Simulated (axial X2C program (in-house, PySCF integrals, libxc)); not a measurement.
# All-electron X2C curves of BaH

Aim: find the lowest determinant of BaH, scan the bond at several levels and fit the constants, once spin-free and once with spin–orbit coupling.

Method: all-electron X2C, Ba dyall-cv3z, H dyall-v3z; program: an in-house X2C program for linear molecules on PySCF integrals.

All values are calculated.

### Step 1. The job

task.json

```json
{
 "zs": [
  56,
  1
 ],
 "q": 0,
 "bas": [
  "dyall-cv3z",
  "dyall-v3z"
 ],
 "levels": [
  "PBE0",
  "HF",
  "r2SCAN0"
 ],
 "cc": true,
 "r0": 2.28,
 "thr": -2.0,
 "nmax": 90,
 "npts": 10,
 "nst": 2,
 "ntry": 6
}
```

Keys: zs atomic numbers; q charge; bas basis sets; levels methods (HF also brings MP2); cc coupled cluster on or off; r0 starting distance in Å; thr threshold in hartree for freezing inner shells (an s shell follows its p shell); nmax most natural virtual spinors; npts points asked for on the curve; nst determinants followed; ntry starts of the search.

The run is started by

```console
> python so2c.py task.json out
```

Spin-free means the one-electron spin-free X2C Hamiltonian; two-component (2c) means X2C with spin–orbit coupling and atomic mean-field two-electron Coulomb and Gaunt terms. Basis: Ba dyall-cv3z contracted to [14s14p9d5f1g], H dyall-v3z contracted to [6s2p1d]; Gaussian nuclei, density fitting. Masses: Ba 137.905 u, H 1.008 u.

Notation: σ, π±, δ± give the projection m of an orbital's angular momentum (0, ±1, ±2), α and β its spin, Λ and M_S the sums; ω is the projection of a spinor's total angular momentum and Ω the sum. Logs are in hartree.

The results follow Hamiltonian by Hamiltonian and level by level.

### Step 2. Which state to follow

PBE0 moves the distance from 2.280 Å to 2.218 Å and compares determinants there.

Spin-free determinants:

```json
{"ΔE (eV)": "0.00", "state": "M_S = 1/2, Λ = 0", "open shells": "beyond closed shells: σα"}
{"ΔE (eV)": "1.20", "state": "M_S = 1/2, Λ = 1", "open shells": "beyond closed shells: π+α"}
{"ΔE (eV)": "1.26", "state": "M_S = 1/2, Λ = 2", "open shells": "beyond closed shells: δ+α"}
{"ΔE (eV)": "3.48", "state": "M_S = 3/2, Λ = 1", "open shells": "beyond closed shells: 2 × σα, π+α"}
{"ΔE (eV)": "3.77", "state": "M_S = 3/2, Λ = 2", "open shells": "beyond closed shells: 2 × σα, δ+α"}
{"ΔE (eV)": "3.92", "state": "M_S = 3/2, Λ = 0", "open shells": "beyond closed shells: 3 × σα"}
```

Two-component determinants:

```
ΔE (eV)    state                                  open shells
   0.00  Ω = 1/2                excess of +ω over −ω: ω = 1/2
   1.23  Ω = 3/2                excess of +ω over −ω: ω = 3/2
   1.29  Ω = 5/2                excess of +ω over −ω: ω = 5/2
   3.50  Ω = 5/2   excess of +ω over −ω: 2 × ω = 1/2, ω = 3/2
   3.73  Ω = 1/2  excess of +ω over −ω: 2 × ω = -1/2, ω = 3/2
   3.80  Ω = 7/2   excess of +ω over −ω: 2 × ω = 1/2, ω = 5/2
   3.82  Ω = 3/2            excess of +ω over −ω: 3 × ω = 1/2
```

### Step 3. PBE0, spin-free

State followed: M_S = 1/2, Λ = 0 (beyond closed shells: σα). The scan is laid around 2.218 Å, a first estimate of the minimum, and this SCF restarts from the orbitals of the search.

Output at 2.218 Å:

```text
spin-free X2C-1e  PBE0
basis functions 162  fitting functions 816  grid points 5065
iter        total energy     max residual
   1      -8135.023124811     9.04e-05
   2      -8135.023124855     1.01e-04
   3      -8135.023124946     1.45e-05
   4      -8135.023124950     1.06e-05
converged
one-electron -11131.23943179  Coulomb 3182.98094423  exact exchange -49.32883741  xc functional -150.79645094  nuclear repulsion 13.36065095
```

Along the bond, energies from the lowest point:

```tsv
R (Å)	E (eV)	μ (D)	HOMO (eV)	LUMO (eV)	iterations
1.930	0.2871	-2.37	-3.24	-1.44	11
2.018	0.1262	-2.65	-3.29	-1.49	10
2.085	0.0528	-2.86	-3.33	-1.52	10
2.151	0.0125	-3.08	-3.37	-1.57	10
2.218	0.0000	-3.30	-3.41	-1.61	4
2.296	0.0141	-3.56	-3.46	-1.66	9
2.373	0.0531	-3.83	-3.51	-1.71	9
2.473	0.1317	-4.18	-3.57	-1.77	9
2.595	0.2590	-4.61	-3.64	-1.85	9
2.772	0.4820	-5.22	-3.74	-1.97	10
```

Dipoles are positive if H is the positive end.

Outer orbitals at the reference distance:

```json
{"symmetry": "σβ", "occupied": "yes", "ε (eV)": "-35.36", "atomic character": "99% Ba s"}
{"symmetry": "π-α", "occupied": "yes", "ε (eV)": "-19.69", "atomic character": "100% Ba p"}
{"symmetry": "π+α", "occupied": "yes", "ε (eV)": "-19.69", "atomic character": "100% Ba p"}
{"symmetry": "π-β", "occupied": "yes", "ε (eV)": "-19.57", "atomic character": "100% Ba p"}
{"symmetry": "π+β", "occupied": "yes", "ε (eV)": "-19.57", "atomic character": "100% Ba p"}
{"symmetry": "σα", "occupied": "yes", "ε (eV)": "-19.51", "atomic character": "96% Ba p, 2% H s"}
{"symmetry": "σβ", "occupied": "yes", "ε (eV)": "-19.38", "atomic character": "96% Ba p, 2% H s"}
{"symmetry": "σα", "occupied": "yes", "ε (eV)": "-5.78", "atomic character": "58% H s, 20% Ba d, 14% Ba s"}
{"symmetry": "σβ", "occupied": "yes", "ε (eV)": "-5.66", "atomic character": "58% H s, 20% Ba d, 14% Ba s"}
{"symmetry": "σα", "occupied": "yes", "ε (eV)": "-3.41", "atomic character": "71% Ba s, 16% Ba d, 12% Ba p"}
{"symmetry": "σβ", "occupied": "no", "ε (eV)": "-1.61", "atomic character": "74% Ba s, 12% Ba p, 12% Ba d"}
{"symmetry": "π-α", "occupied": "no", "ε (eV)": "-1.01", "atomic character": "75% Ba p, 25% Ba d"}
{"symmetry": "π+α", "occupied": "no", "ε (eV)": "-1.01", "atomic character": "75% Ba p, 25% Ba d"}
{"symmetry": "δ-α", "occupied": "no", "ε (eV)": "-0.86", "atomic character": "100% Ba d"}
```

PBE0 fields in the half plane through the axis: z from -2.4 to 4.5 Å across, distance from the axis 0.15 to 2.25 Å upwards; Ba lies at z = 0 and H at z = 2.218 Å; the ELF is damped to zero where the density is low.

log10 density (e/bohr³). Ten even steps from '0' (-4.86 ) to '9' (1.83 ):
```
222233333322222221111000
222333333333222222211100
222333344433333333222110
223334444444333333322211
233344555554444444332211
233445566655444444433221
233455677765555555433221
233456689866555665443221
```

ELF. Ten even steps from ' ' (0.00 ) to '@' (1.00 ):
```
==**########****++==::                          
++****++==------::::..        ..----::          
++++--::......::::::..      ::**%%%%##++..      
==--..    ..--++**++--    ..**@@@@@@@@@@**..    
::..    ..==**##%%%%**::  ::%%@@@@@@@@@@@@==    
....  ::++####++==++##++..==@@@@@@@@@@@@@@##..  
......==##%%==--**--==**--**@@@@@@@@@@@@@@%%--  
....::++%%##::######::**==##@@@@@@@@@@@@@@@@==  
```

Re = 2.219 Å, ωe = 1184 cm⁻¹, ωexe = 14.3 cm⁻¹, Be = 3.422 cm⁻¹, De = 2.19 eV, μ = -3.30 D.

### Step 4. HF, spin-free

Output at 2.218 Å:

```text
spin-free X2C-1e  HF
basis functions 162  fitting functions 816  grid points 5065
iter        total energy     max residual
   1      -8132.213186229     4.14e-01
   2      -8132.231079312     7.03e-03
   3      -8132.231921481     1.56e-02
   4      -8132.232274254     6.62e-03
   5      -8132.232447505     2.01e-03
   6      -8132.232498480     2.25e-03
   7      -8132.232507051     6.18e-04
   8      -8132.232507964     9.79e-05
   9      -8132.232508134     1.26e-04
  10      -8132.232508156     2.26e-05
  11      -8132.232508159     7.64e-06
  12      -8132.232508160     7.46e-06
  13      -8132.232508160     1.53e-06
converged
one-electron -11128.78655768  Coulomb 3180.54344237  exact exchange -197.35004380  xc functional 0.00000000  nuclear repulsion 13.36065095
```

Re = 2.307 Å, ωe = 1129 cm⁻¹, ωexe = 12.4 cm⁻¹, Be = 3.166 cm⁻¹, De = 1.70 eV, μ = -2.94 D.

### Step 5. r2SCAN0, spin-free

Output at 2.218 Å:

```text
spin-free X2C-1e  r2SCAN0
basis functions 162  fitting functions 816  grid points 5065
iter        total energy     max residual
   1      -8135.338620786     1.50e-01
   2      -8135.340829399     2.73e-03
   3      -8135.340888117     8.36e-03
   4      -8135.340915909     2.62e-04
   5      -8135.340916030     2.16e-04
   6      -8135.340916356     3.99e-05
   7      -8135.340916364     1.26e-05
converged
one-electron -11130.66334450  Coulomb 3182.41198835  exact exchange -49.33233406  xc functional -151.11787711  nuclear repulsion 13.36065095
```

Re = 2.224 Å, ωe = 1188 cm⁻¹, ωexe = 14.2 cm⁻¹, Be = 3.407 cm⁻¹, De = 2.37 eV, μ = -3.46 D.

### Step 6. Correlated methods, spin-free

Correlated methods: 11 electrons correlated (frozen shells, counted by type: Ba 4 s, 3 p, 2 d; H none), 227 virtual spinors in MP2, 89 natural virtuals in coupled cluster.

Output of the correlated part at 2.218 Å:

```text
correlated 11  virtual 227  natural virtual 89  E(MP2) -0.213816407  MP2 remainder -0.006852611
iter   CCSD correlation   residual
   1     -0.223326336   9.15e-02
   2     -0.229206527   3.11e-02
   3     -0.229624449   1.08e-02
   4     -0.229638161   6.17e-03
   5     -0.229670597   3.24e-03
   6     -0.229684673   1.36e-03
   7     -0.229687609   3.78e-04
   8     -0.229686973   1.07e-04
   9     -0.229686347   3.51e-05
  10     -0.229686558   1.15e-05
  11     -0.229686600   3.13e-06
  12     -0.229686636   1.00e-06
  13     -0.229686637   3.82e-07
(T) -0.006890335  T1 0.0238  D1 0.0693  max T2 0.050
```

T1 in the output is the amplitude norm over the root of the electron number; divide by √2 for the Lee–Taylor value.

MP2: Re = 2.235 Å, ωe = 1177 cm⁻¹, Be = 3.373 cm⁻¹, De = 1.81 eV.

CCSD: Re = 2.254 Å, ωe = 1145 cm⁻¹, ωexe = 13.3 cm⁻¹, Be = 3.315 cm⁻¹, De = 2.02 eV. T1 at Re = 0.017 (Lee–Taylor, the printed value over √2).

CCSD(T): Re = 2.251 Å, ωe = 1145 cm⁻¹, ωexe = 13.4 cm⁻¹, Be = 3.326 cm⁻¹, De = 1.97 eV. T1 at Re = 0.017 (Lee–Taylor, the printed value over √2).

### Step 7. A higher determinant, spin-free

State: M_S = 1/2, Λ = 1 (beyond closed shells: π+α).

Output at the reference distance:

```text
spin-free X2C-1e  PBE0
basis functions 162  fitting functions 816  grid points 5065
iter        total energy     max residual
   1      -8134.978894676     4.38e-05
   2      -8134.978894700     2.27e-05
   3      -8134.978894710     5.34e-06
converged
one-electron -11132.57820359  Coulomb 3184.40193050  exact exchange -49.33650340  xc functional -150.82676916  nuclear repulsion 13.36065095
```

```tsv
R (Å)	E above the lowest PBE0 point (eV)
1.930	1.559
2.018	1.376
2.085	1.287
2.151	1.231
2.218	1.204
2.296	1.200
2.373	1.223
2.473	1.280
2.595	1.381
```

Re = 2.265 Å, ωe = 1115 cm⁻¹, ωexe = 15.3 cm⁻¹, Be = 3.285 cm⁻¹, μ = -3.30 D. Te = 1.20 eV.

### Step 8. The spin-free curves together

Energy (eV) of the followed determinant, spin-free, from each level's lowest point:

```tsv
R (Å)	PBE0	HF	MP2	CCSD	CCSD(T)	r2SCAN0
1.930	0.287	0.472	0.317	n/a	n/a	0.300
2.018	0.126	0.254	0.146	0.165	0.160	0.134
2.085	0.053	0.141	0.065	0.078	0.075	0.057
2.151	0.013	0.065	0.019	0.025	0.023	0.014
2.218	0.000	0.020	0.000	0.000	0.000	0.000
2.296	0.014	0.000	0.008	0.001	0.002	0.012
2.373	0.053	0.009	0.042	0.027	0.030	0.050
2.473	0.132	0.056	0.116	0.091	0.095	0.128
2.595	0.259	0.152	0.240	n/a	n/a	0.256
2.772	0.482	0.344	0.463	n/a	n/a	0.480
```

### Step 9. PBE0, 2c

State followed: Ω = 1/2 (excess of +ω over −ω: ω = 1/2). The scan is laid around 2.218 Å, a first estimate of the minimum, and this SCF restarts from the orbitals of the search.

Output at 2.218 Å:

```text
two-component X2C + atomic mean field  PBE0
basis functions 162  fitting functions 816  grid points 5065
iter        total energy     max residual
   1      -8131.707403374     8.75e-05
   2      -8131.707403376     3.53e-05
   3      -8131.707403387     9.33e-06
   4      -8131.707403388     3.87e-06
converged
one-electron -11120.89515683  Coulomb 3181.09784880  exact exchange -49.29826037  xc functional -150.71097436  nuclear repulsion 13.36065095  atomic mean-field constant -5.26151158
```

Along the bond, energies from the lowest point:

```tsv
R (Å)	E (eV)	μ (D)	HOMO (eV)	LUMO (eV)	iterations
1.930	0.2846	-2.37	-3.25	-1.44	11
2.018	0.1246	-2.65	-3.30	-1.49	10
2.085	0.0518	-2.86	-3.33	-1.53	10
2.151	0.0121	-3.08	-3.37	-1.57	10
2.218	0.0000	-3.30	-3.41	-1.61	4
2.296	0.0146	-3.56	-3.46	-1.66	9
2.373	0.0541	-3.83	-3.51	-1.71	9
2.473	0.1332	-4.18	-3.57	-1.77	9
2.595	0.2611	-4.61	-3.64	-1.85	9
2.772	0.4848	-5.23	-3.74	-1.97	10
```

Dipoles are positive if H is the positive end.

Outer spinors at the reference distance:

```
   ω  occupied  ε (eV)              atomic character     λ mixture
-1/2       yes  -35.35                      99% Ba s        100% σ
-1/2       yes  -20.97                      99% Ba p  73% π, 27% σ
 1/2       yes  -20.93                      99% Ba p  68% π, 32% σ
 3/2       yes  -19.02                     100% Ba p        100% π
-3/2       yes  -18.89                     100% Ba p        100% π
 1/2       yes  -18.86                      97% Ba p  68% σ, 32% π
-1/2       yes  -18.80                      96% Ba p  73% σ, 27% π
 1/2       yes   -5.78   58% H s, 20% Ba d, 14% Ba s        100% σ
-1/2       yes   -5.66   58% H s, 20% Ba d, 14% Ba s        100% σ
 1/2       yes   -3.41  71% Ba s, 16% Ba d, 12% Ba p        100% σ
-1/2        no   -1.61  74% Ba s, 13% Ba p, 12% Ba d        100% σ
-1/2        no   -1.05            74% Ba p, 25% Ba d   99% π, 1% σ
 3/2        no   -0.98            73% Ba p, 26% Ba d        100% π
-3/2        no   -0.91                     100% Ba d        100% δ
```

PBE0 fields in the half plane through the axis: z from -2.4 to 4.5 Å across, distance from the axis 0.15 to 2.25 Å upwards; Ba lies at z = 0 and H at z = 2.218 Å; the ELF is damped to zero where the density is low.

log10 density (e/bohr³). Ten even steps from '0' (-4.86 ) to '9' (1.83 ):
```
222233333322222221111000
222333333333222222211100
222333344433333333222110
223334444444333333322211
233344555554444444332211
233445566655444544433221
233455677765555555433221
233456689866555665443221
```

ELF. Ten even steps from '0' (0.00 ) to '9' (1.00 ):
```
467777665420000000000000
566543333210000133200000
553211122210002688751000
431001356530016999995100
210014677862028999999400
111257754575149999999710
111478436346369999999830
112587277726479999999940
```

Re = 2.218 Å, ωe = 1185 cm⁻¹, ωexe = 14.3 cm⁻¹, Be = 3.426 cm⁻¹, De = 2.20 eV, μ = -3.30 D.

### Step 10. HF, 2c

Output at 2.218 Å:

```text
two-component X2C + atomic mean field  HF
basis functions 162  fitting functions 816  grid points 5065
iter        total energy     max residual
   1      -8128.891210137     4.66e-01
   2      -8128.909131199     7.02e-03
   3      -8128.909979407     1.76e-02
   4      -8128.910335233     7.54e-03
   5      -8128.910511359     2.27e-03
   6      -8128.910563663     2.58e-03
   7      -8128.910572657     7.16e-04
   8      -8128.910573677     9.67e-05
   9      -8128.910573894     1.67e-04
  10      -8128.910573939     3.63e-05
  11      -8128.910573957     2.84e-05
  12      -8128.910573963     2.90e-05
  13      -8128.910573965     8.34e-06
  14      -8128.910573965     1.21e-06
converged
one-electron -11118.44048557  Coulomb 3178.65840107  exact exchange -197.22762884  xc functional 0.00000000  nuclear repulsion 13.36065095  atomic mean-field constant -5.26151158
```

Re = 2.305 Å, ωe = 1130 cm⁻¹, ωexe = 12.4 cm⁻¹, Be = 3.17 cm⁻¹, De = 1.70 eV, μ = -2.93 D.

### Step 11. r2SCAN0, 2c

The SCF at the reference distance of 2.218 Å:

```text
two-component X2C + atomic mean field  r2SCAN0
basis functions 162  fitting functions 816  grid points 5065
iter        total energy     max residual
   1      -8132.013758922     1.49e-01
   2      -8132.016025905     2.78e-03
   3      -8132.016085048     8.26e-03
   4      -8132.016113541     2.65e-04
   5      -8132.016113662     2.09e-04
   6      -8132.016113994     4.02e-05
   7      -8132.016114002     1.27e-05
converged
one-electron -11120.31560742  Coulomb 3180.52533468  exact exchange -49.30173015  xc functional -151.02325050  nuclear repulsion 13.36065095  atomic mean-field constant -5.26151158
```

Re = 2.222 Å, ωe = 1189 cm⁻¹, ωexe = 14.2 cm⁻¹, Be = 3.411 cm⁻¹, De = 2.38 eV, μ = -3.45 D.

### Step 12. MP2 and beyond, 2c

Correlated methods: 11 electrons correlated (frozen shells, counted by type: Ba 4 s, 3 p, 2 d; H none), 229 virtual spinors in MP2, 90 natural virtuals in coupled cluster.

Output of the correlated part at 2.218 Å:

```text
correlated 11  virtual 229  natural virtual 90  E(MP2) -0.213241624  MP2 remainder -0.006688041
iter   CCSD correlation   residual
   1     -0.222866633   9.13e-02
   2     -0.228719691   3.11e-02
   3     -0.229137548   1.08e-02
   4     -0.229150871   6.16e-03
   5     -0.229182744   3.23e-03
   6     -0.229196889   1.37e-03
   7     -0.229199899   3.85e-04
   8     -0.229199340   1.12e-04
   9     -0.229198649   3.70e-05
  10     -0.229198857   1.27e-05
  11     -0.229198893   3.99e-06
  12     -0.229198934   1.66e-06
  13     -0.229198934   8.03e-07
(T) -0.006843339  T1 0.0238  D1 0.0691  max T2 0.050
```

MP2: Re = 2.234 Å, ωe = 1178 cm⁻¹, Be = 3.377 cm⁻¹, De = 1.81 eV.

CCSD: Re = 2.253 Å, ωe = 1146 cm⁻¹, ωexe = 13.3 cm⁻¹, Be = 3.319 cm⁻¹, De = 2.03 eV. T1 at Re = 0.017 (Lee–Taylor, the printed value over √2).

CCSD(T): Re = 2.249 Å, ωe = 1146 cm⁻¹, ωexe = 13.4 cm⁻¹, Be = 3.331 cm⁻¹, De = 1.98 eV. T1 at Re = 0.017 (Lee–Taylor, the printed value over √2).

### Step 13. A higher determinant, 2c

State: Ω = 3/2 (excess of +ω over −ω: ω = 3/2).

Output at the reference distance:

```text
two-component X2C + atomic mean field  PBE0
basis functions 162  fitting functions 816  grid points 5065
iter        total energy     max residual
   1      -8131.662312363     9.13e-05
   2      -8131.662312367     1.40e-05
converged
one-electron -11122.31115446  Coulomb 3182.59819388  exact exchange -49.30619967  xc functional -150.74229149  nuclear repulsion 13.36065095  atomic mean-field constant -5.26151158
```

```tsv
R (Å)	E above the lowest PBE0 point (eV)
1.930	1.580
2.018	1.398
2.085	1.309
2.151	1.254
2.218	1.227
2.296	1.224
2.373	1.247
2.473	1.304
2.595	1.406
```

Re = 2.264 Å, ωe = 1114 cm⁻¹, ωexe = 15.1 cm⁻¹, Be = 3.288 cm⁻¹, μ = -3.38 D. Te = 1.22 eV.

### Step 14. The 2c curves together

Energy (eV) of the followed determinant, 2c, from each level's lowest point:

```tsv
R (Å)	PBE0	HF	MP2	CCSD	CCSD(T)	r2SCAN0
1.930	0.285	0.469	0.315	n/a	n/a	0.297
2.018	0.125	0.251	0.144	0.163	0.158	0.132
2.085	0.052	0.139	0.064	0.077	0.074	0.056
2.151	0.012	0.064	0.018	0.024	0.023	0.014
2.218	0.000	0.019	0.000	0.000	0.000	0.000
2.296	0.015	0.000	0.009	0.001	0.003	0.013
2.373	0.054	0.010	0.043	0.028	0.031	0.051
2.473	0.133	0.057	0.118	0.093	0.097	0.130
2.595	0.261	0.154	0.242	n/a	n/a	0.258
2.772	0.485	0.346	0.466	n/a	n/a	0.483
```

The whole job took 100 s on 1 thread of Arm Neoverse V2, shared host; peak memory 0.68 GiB.

### Step 15. What came out

Lowest determinant that the search found at its distance, spin-free: M_S = 1/2, Λ = 0 (beyond closed shells: σα).

Lowest determinant that the search found at its distance, 2c: Ω = 1/2 (excess of +ω over −ω: ω = 1/2).

```
Hamiltonian    level  Re (Å)  ωe (cm⁻¹)  De (eV)  μ (D)
  spin-free     PBE0   2.219       1184     2.19  -3.30
  spin-free       HF   2.307       1129     1.70  -2.94
  spin-free      MP2   2.235       1177     1.81    n/a
  spin-free     CCSD   2.254       1145     2.02    n/a
  spin-free  CCSD(T)   2.251       1145     1.97    n/a
  spin-free  r2SCAN0   2.224       1188     2.37  -3.46
         2c     PBE0   2.218       1185     2.20  -3.30
         2c       HF   2.305       1130     1.70  -2.93
         2c      MP2   2.234       1178     1.81    n/a
         2c     CCSD   2.253       1146     2.03    n/a
         2c  CCSD(T)   2.249       1146     1.98    n/a
         2c  r2SCAN0   2.222       1189     2.38  -3.45
```

Dipoles are positive if H is the positive end.

Time per point (s) on 1 thread of Arm Neoverse V2, shared host (2c runs; CCSD comes with the CCSD(T) run); the times are rough: PBE0 0.37, HF 0.28, MP2 0.4, CCSD(T) 3.2, r2SCAN0 0.55.

In words: At CCSD(T), going from spin-free to two-component changes Re by -1 mÅ, ωe by +0.1 %, which is small (part of it comes from the scalar share of the two-electron terms). De moves by 0.00 eV; both De rest on single-determinant atoms, which can miss part of an open shell's spin–orbit lowering.

De refers to Ba + H, each in the lowest determinant found, which need not be this curve's own limit. The state is a single determinant with fixed occupations, the lowest that a limited PBE0 search found. Dissociation energies refer to the lowest single-determinant-based atoms at the same level and basis. Density functionals use the spin component along the axis (collinear). CCSD and (T) use frozen natural virtuals with an MP2 correction for the truncation. The meta-GGAs lack a current-density term, which matters for open shells with orbital currents, atoms included.
